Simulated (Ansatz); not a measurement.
**NaFe2P2 (element-swapped structure): how the settings move a relaxation**

Aim: see which settings change the result for NaFe2P2 (element-swapped structure), by how much, and at what cost.

Computed with Ansatz 0.2.0 (reference: DFT r2SCAN, plane waves, PAW, scalar-relativistic, no spin polarisation, unless a step's input says otherwise).

**1. The starting structure**

Symmetry: P-3m1, No. 164, trigonal system. The conventional cell has a = 3.914 Å, b = 3.914 Å, c = 6.626 Å, α = 90.00°, β = 90.00°, γ = 120.00°. Fe (site symmetry 3m) is surrounded by 4 P at 2.37 to 2.46 Å. P (site symmetry 3m) has 4 Fe at 2.37 to 2.46 Å and 3 Na at 2.84 Å as nearest neighbours. Na (site symmetry -3m) has 6 P at 2.84 Å as nearest neighbours.

As a file:

```
CELL_PARAMETERS angstrom
1.95687 3.38939 0.00000
-1.95687 3.38939 0.00000
0.00000 0.00000 6.62563
ATOMIC_POSITIONS crystal
Fe 0.33330 0.33340 0.63180
Fe 0.66670 0.66660 0.36820
P 0.33330 0.33340 0.26060
P 0.66670 0.66660 0.73940
Na 0.00000 0.00000 0.00000
```

**2. Reference**

input.yaml

```yaml
crystal:
  lattice:
    - [1.956866, 3.389391, 0.0]
    - [-1.956866, 3.389391, 0.0]
    - [0.0, 0.0, 6.625626]
  atoms:
    - { symbol: Fe, position: [0.3333, 0.3334, 0.6318] }
    - { symbol: Fe, position: [0.6667, 0.6666, 0.3682] }
    - { symbol: P, position: [0.3333, 0.3334, 0.2606] }
    - { symbol: P, position: [0.6667, 0.6666, 0.7394] }
    - { symbol: Na, position: [0.0, 0.0, 0.0] }
  symmetry: { tolerance: 0.0003 }
kpoints:
  mp_grid: { grid: [5, 5, 3], shift: [0, 0, 0] }
magnetization:
  spin_polarized: false
scf:
  occupations: { method: fermi_dirac, width: 0.1472 }
hamiltonian:
  pseudopotentials: { kind: paw }
  xc: r2scan
basis:
  ecutwfc: 500
output:
  forces: true
  stress: true
  eigenvalues: true
relax:
  max_steps: 40
  cell: {}
```

The run is started by

```console
> ansatz run input.yaml --threads 1 --pin off --max-ram 2560MiB --backend cpu --events-out ev --progress --plain --runs-dir out
```

**3. Variant: lower_state_search light, n_extra_bands 16, hubbard.sites [{species: Fe, l: d, u_eff: 4.0}], hubbard.double_counting fll**

input.yaml: that of step 2 with these lines changed.

```diff
@@ -18,2 +18,4 @@
   occupations: { method: fermi_dirac, width: 0.1472 }
+  lower_state_search: light
+  n_extra_bands: 16
 hamiltonian:
@@ -21,2 +23,3 @@
   xc: r2scan
+  hubbard: { sites: [{ species: Fe, l: d, u_eff: 4.0 }], double_counting: fll }
 basis:
```

**4. Changing settings: preconditioner resta**

input.yaml: that of step 2 with these lines changed.

```diff
@@ -18,2 +18,3 @@
   occupations: { method: fermi_dirac, width: 0.1472 }
+  mixing: { preconditioner: resta }
 hamiltonian:
```

**5. Changing settings: mixing.algorithm msr1, mixing.beta 0.3, mixing.ndim 2**

input.yaml: that of step 2 with these lines changed.

```diff
@@ -18,2 +18,3 @@
   occupations: { method: fermi_dirac, width: 0.1472 }
+  mixing: { algorithm: msr1, beta: 0.3, ndim: 2 }
 hamiltonian:
```

**6. A run with other settings**

input.yaml: that of step 2 with these lines changed.

```diff
@@ -2,5 +2,5 @@
   lattice:
-    - [1.956866, 3.389391, 0.0]
-    - [-1.956866, 3.389391, 0.0]
-    - [0.0, 0.0, 6.625626]
+    - [1.3698062, 2.3725737, 0.0]
+    - [-1.3698062, 2.3725737, 0.0]
+    - [0.0, 0.0, 4.6379382]
   atoms:
@@ -18,2 +18,3 @@
   occupations: { method: fermi_dirac, width: 0.1472 }
+  max_iter: 60
 hamiltonian:
```

(Steps that only read results are left out.)

Before running it: what results should come out? Wanted: for each run, ending; energy change; pressure; gap; force.

As calculated:

| run | ending | energy change | pressure (GPa) | gap (eV) | force (eV/Å) | cycles | time |
| --- | --- | --- | --- | --- | --- | --- | --- |
| reference | converged | 0 | 0.0 | 0.00 | 0.01 | 57 | 30 s |
| 1: lower_state_search light, n_extra_bands 16, hubbard.sites [{species: Fe, l: d, u_eff: 4.0}], hubbard.double_counting fll | converged | +1.59 eV/atom (U changed: no physical gain or loss) | 0.0 | 0.00 | 0.00 | 88 | 53 s |
| 2: preconditioner resta | converged | 0.0 meV/atom | 0.0 | 0.00 | 0.01 | 56 | 27 s |
| 3: mixing.algorithm msr1, mixing.beta 0.3, mixing.ndim 2 | converged | 0.0 meV/atom | 0.0 | 0.00 | 0.01 | 92 | 35 s |
| 4: structure | converged | 0.0 meV/atom | 0.0 | 0.00 | 0.00 | 163 | 47 s |

What this shows: Of the converged runs whose energies compare with the reference's, none moves it noticeably. A changed U is a change of model: its shifts are not errors of convergence. The reference leaves spin out although Fe can carry a moment, so its state need not be the lowest.

The reference has limits of its own: its mesh is coarse for a cell with so small a gap or none.
